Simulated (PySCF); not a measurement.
# LuSF: other functionals and bases at one geometry

One table from this session's results is given with a row withheld; the runs are named, their logs left out.

Method: several levels, as the steps say, no spin–orbit coupling; program: PySCF 2.14.0.

1 further run of the same task is left out (for a known fault of the program).

## Starting geometry

3 atoms, charge 0, spin multiplicity 1.

Bond lengths: Lu1–S2 2.270 Å, Lu1–F3 1.926 Å. Angles: S2–Lu1–F3 114.7°.

As a file:

```xyz
3

Lu   -0.1727    0.0000   -0.3643
S     1.7671    0.0000    0.8147
F    -1.7685    0.0000    0.7141
```

Formal oxidation states: Lu +3. An earlier session relaxed this geometry at PBE0, Lu def2-SVP with ECP28, S def2-SVP, F def2-SVP (singlet, point group Cs).

At PBE0 on the finer grid: E = -1733.811297 Eh, HOMO -5.96 eV, LUMO -3.01 eV, Mulliken charge on Lu1 +0.84 e, largest force component 0.008 eV/Å. 

Levels to run: r2SCAN; PBE; PBE0, TZVP. Hardware: 2 threads of Intel Xeon at 2.50GHz (Skylake/Cascade Lake), shared host.

Set-up of the first run:

run.py (the lines that set the calculation) reads:

```python
mol = gto.M(atom='''
Lu    -0.17268     0.00000    -0.36425
S      1.76715     0.00000     0.81470
F     -1.76850     0.00000     0.71406''',
    basis={'Lu': 'def2-SVP', 'S': 'def2-SVP', 'F': 'def2-SVP'},
    ecp={'Lu': 'def2-SVP'},
    charge=0, spin=0)
mf = dft.RKS(mol, xc='R2SCAN')
mf.grids.atom_grid = (75, 302)  # f atoms: unpruned, at least (60, 302)
mf = mf.density_fit()  # fitting sets: Lu def2-universal-JKFIT, S def2-universal-JKFIT, F def2-universal-JKFIT
mf.conv_tol = 1e-08; mf.max_cycle = 55
mf.kernel(dm0)  # dm0: the density of the relaxed state
```

The run is started by

```bash
$ OMP_NUM_THREADS=2 python run.py
```

Among the steps run: r2SCAN; PBE; PBE0, TZVP.

One table of the session follows, with a row left open; its other results are not shown here.

| level | HOMO (eV) | gap (eV) | charge on Lu1 (e) | dipole (D) | largest force component (eV/Å) |
| --- | --- | --- | --- | --- | --- |
| PBE0 (relaxed here) | -5.96 | 2.96 | 0.84 | 7.66 | 0.01 |
| r2SCAN | ? | ? | ? | ? | ? |
| PBE | -4.95 | 1.30 | 0.70 | 6.78 | 0.42 |
| PBE0, TZVP | -6.12 | 3.03 | 1.14 | 7.92 | 0.33 |

Q: Estimate the row for r2SCAN from the others.

As computed: HOMO (eV): -5.12; gap (eV): 1.79; charge on Lu1 (e): 0.82; dipole (D): 7.48; largest force component (eV/Å): 0.12. In the column «HOMO (eV)» it lies between PBE0 (relaxed here) (-5.96) and PBE (-4.95).

In one basis the HOMO–LUMO gap runs from 1.30 eV (PBE) to 2.96 eV (PBE0). The largest leftover force, 0.42 eV/Å with PBE, stands at a geometry relaxed at another level. Total energies of different levels can't be compared.
